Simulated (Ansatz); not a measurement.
# Ba2IrO4: the cost of one run

Program: Ansatz 0.2.0. Level of theory: DFT PBEsol, scalar-relativistic, plane waves, PAW. These are calculated values, not measurements.

1 further run of the same task is left out (set aside as unsound or not needed).

## Step 1: The system as given

It takes space group I4/mmm (No. 139, tetragonal). Conventional cell: a = 3.984 Å, b = 3.984 Å, c = 13.191 Å, α = 90.00°, β = 90.00°, γ = 90.00°. Ba (site symmetry 4mm) has 9 O at 2.63 to 2.82 Å as nearest neighbours. Around Ir (site symmetry 4/mmm) lie 6 O at 1.99 to 2.05 Å. O (site symmetry mmm) has 2 Ir at 1.99 Å and 4 Ba at 2.76 Å as nearest neighbours. O (site symmetry 4mm) has 1 Ir at 2.05 Å and 5 Ba at 2.63 to 2.82 Å as nearest neighbours.

As a file:

```xyz
7
Lattice="-1.9918 1.9918 6.5953 1.9918 -1.9918 6.5953 1.9918 1.9918 -6.5953" Properties=species:S:1:pos:R:3 pbc="T T T"
Ba    0.0000    0.0000    4.6783
Ba    0.0000    0.0000    8.5124
Ir    0.0000    0.0000    0.0000
O     0.0000    1.9918    0.0000
O     0.0000    0.0000    2.0482
O     0.0000    0.0000   11.1425
O     1.9918    0.0000    0.0000
```

It goes back to an entry of the Materials Project.

This cell was relaxed beforehand with the same method: volume 14.95 Å³/atom, gap on the mesh none (metal).

## Step 2: Bands, states and charges

File input.yaml:

```yaml
crystal:
  lattice:
    - [-1.9918169837, 1.9918169837, 6.5953382587]
    - [1.9918169837, -1.9918169837, 6.5953382587]
    - [1.9918169837, 1.9918169837, -6.5953382587]
  atoms:
    - { symbol: Ba, position: [0.3546688797, 0.3546688797, 0.0] }
    - { symbol: Ba, position: [0.6453311203, 0.6453311203, 0.0] }
    - { symbol: Ir, position: [0.0, 0.0, 0.0] }
    - { symbol: O, position: [0.5, 0.0, 0.5] }
    - { symbol: O, position: [0.1552768865, 0.1552768865, 0.0] }
    - { symbol: O, position: [0.8447231135, 0.8447231135, 0.0] }
    - { symbol: O, position: [0.0, 0.5, 0.5] }
basis:
  ecutwfc: 420
kpoints:
  mp_grid: { grid: [12, 12, 12] }
  band_path:
    path:
      - [[0.0, 0.0, 0.0], [0.0, 0.0, 0.5], [0.25, 0.25, 0.25], [0.0, 0.5, 0.0], [0.0, 0.0, 0.0], [0.5, 0.5, -0.5], [0.27280157, 0.72719843, -0.27280157]]
      - [[-0.27280157, 0.27280157, 0.27280157], [0.0, 0.0, 0.0]]
      - [[0.0, 0.0, 0.5], [-0.04560314, 0.04560314, 0.5]]
      - [[0.5, 0.5, -0.04560314], [0.5, 0.5, -0.5]]
    npoints: 14
hamiltonian:
  xc: pbesol
scf:
  occupations: { method: gaussian, width: 0.1 }
  n_extra_bands: 17
output:
  forces: true
  stress: true
  eigenvalues: true
  populations: true
  dos: { projected: true, de: 0.02, nscf_kmesh: { grid: [18, 18, 18] } }
  bader: true
```

The run is started by

```
ansatz run input.yaml --threads 2 --pin off --max-ram 5120MiB --backend cpu --events-out ev --progress --plain --runs-dir out
```

**Question.** How long does this run take on 2 threads of Intel Xeon 6975P-C (Granite Rapids), shared host, and how much memory does it need?

About 61 s, with a peak of 1.5 GiB.
